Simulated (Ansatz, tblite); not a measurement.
**The cluster Sn₅H₇+: rung by rung**

The task here is to estimate one member of a computed series from the others.

Program: Ansatz 0.2.0, Gaussian basis. Level of theory: as each input shows. These are calculated values, not measurements.

Levels to be run: GFN1-xTB, GFN2-xTB, PBE-D4/def2-TZVP, r2SCAN-D4/def2-TZVP, B3LYP-D4/def2-TZVP, LC-ωPBE/def2-TZVP, ωB97M-V/def2-TZVP, PBE-D4/def2-SVP, PBE0-D4/def2-SVP, CCSD(T)/def2-SVP, MP2/def2-TZVP.

2 further runs of the same task are left out: 1 that didn't finish, 1 set aside as unsound or not needed. Runs told in other sessions of the task aren't counted.

## The structure

The geometry is that of the singlet, from an earlier relaxation (PBE-D4/def2-SVP). At that level it is the lowest of the isomers that a small search found.

12 atoms, charge 1, spin multiplicity 1.

Bond lengths: Sn1–Sn2 2.843 Å, Sn1–Sn3 3.060 Å, Sn1–Sn4 2.766 Å, Sn1–H10 1.734 Å, Sn2–H6 1.717 Å, Sn2–H8 1.723 Å, Sn2–H12 1.718 Å, Sn3–Sn5 3.216 Å, Sn3–H7 1.988 Å, Sn3–H11 1.976 Å, Sn4–Sn5 2.955 Å, Sn4–H9 1.758 Å, Sn5–H7 1.986 Å, Sn5–H11 2.016 Å. Angles: Sn2–Sn1–Sn3 101.7°, Sn2–Sn1–Sn4 120.6°, Sn2–Sn1–H10 116.5°, Sn3–Sn1–Sn4 75.1°, Sn3–Sn1–H10 113.7°, Sn4–Sn1–H10 118.6°, Sn1–Sn2–H6 107.0°, Sn1–Sn2–H8 106.3°, Sn1–Sn2–H12 106.0°, H6–Sn2–H8 112.3°, H6–Sn2–H12 113.5°, H8–Sn2–H12 111.1°, Sn1–Sn3–Sn5 95.2°, Sn1–Sn3–H7 88.2°, Sn1–Sn3–H11 102.4°, Sn5–Sn3–H7 36.0°, Sn5–Sn3–H11 36.8°, H7–Sn3–H11 72.7° and more.

Sn takes a core potential in the def2 sets. No spin-orbit coupling is included. The ion is computed in the gas phase, without counter-ions or solvent.

PBE0-D4/def2-TZVP was run before; its log isn't repeated, and its numbers join the tables.

The first run:

Tight binding, by tblite at 300 K electronic temperature and without a spin-polarisation term:

```python
tblite.interface.Calculator('GFN1-xTB', numbers, positions, charge=1, uhf=0).singlepoint()
```

Tight binding, by tblite at 300 K electronic temperature and without a spin-polarisation term:

```python
tblite.interface.Calculator('GFN2-xTB', numbers, positions, charge=1, uhf=0).singlepoint()
```

start.molden holds the orbitals of an earlier run on this state, given as this run's starting guess.

in.yaml

```yaml
crystal:
  periodic: [false, false, false]
  atoms:
    - {symbol: Sn, position_ang: [0.791384, 0.171394, -1.071598]}
    - {symbol: Sn, position_ang: [-1.832952, 0.852466, -1.927457]}
    - {symbol: Sn, position_ang: [0.241154, -2.179033, 0.809239]}
    - {symbol: Sn, position_ang: [1.725946, 1.001652, 1.395399]}
    - {symbol: Sn, position_ang: [0.180032, -0.399606, 3.487319]}
    - {symbol: H, position_ang: [-1.806998, 0.896433, -3.643497]}
    - {symbol: H, position_ang: [-0.882046, -0.958529, 1.904577]}
    - {symbol: H, position_ang: [-2.873236, -0.379270, -1.320609]}
    - {symbol: H, position_ang: [3.410023, 0.504875, 1.478987]}
    - {symbol: H, position_ang: [1.942705, -0.187483, -2.317506]}
    - {symbol: H, position_ang: [1.290153, -1.694715, 2.412856]}
    - {symbol: H, position_ang: [-2.186175, 2.371825, -1.207701]}
basis:
  gaussian: {orbitals: def2-TZVP, initial_orbitals: start.molden}
total_charge: 1
hamiltonian: {xc: pbe, dispersion: d4}
scf: {omitted_lower_state_checks: [starts]}
output: {forces: true, orbitals: {seedname: orbitals}}
```

On the command line:

```sh
$ ansatz run in.yaml --threads 4 --pin off --events-out ev --progress --plain --max-ram 4787MiB
```

Steps of the session up to this table: PBE-D4/def2-TZVP; r2SCAN-D4/def2-TZVP; B3LYP-D4/def2-TZVP; LC-ωPBE/def2-TZVP; ωB97M-V/def2-TZVP; PBE-D4/def2-SVP; PBE0-D4/def2-SVP; CCSD(T)/def2-SVP; MP2/def2-TZVP.

One of the session's tables, all rows but one given; the rest of the session is left out.

```
              level  HOMO (eV)  LUMO (eV)  gap (eV)
    PBE-D4/def2-SVP      -9.36      -7.47      1.89
   PBE-D4/def2-TZVP      -9.34      -7.45      1.90
r2SCAN-D4/def2-TZVP      -9.54      -7.42      2.12
 B3LYP-D4/def2-TZVP      -9.86      -6.99      2.88
   PBE0-D4/def2-SVP          ?          ?         ?
  PBE0-D4/def2-TZVP     -10.03      -6.84      3.20
  LC-ωPBE/def2-TZVP     -11.92      -5.15      6.78
  ωB97M-V/def2-TZVP     -11.64      -5.26      6.39
```

Estimate the missing values for PBE0-D4/def2-SVP.

**Answer.** HOMO (eV): -10.06; LUMO (eV): -6.87; gap (eV): 3.19. In the column «HOMO (eV)» it lies between ωB97M-V/def2-TZVP (-11.64) and PBE0-D4/def2-TZVP (-10.03).
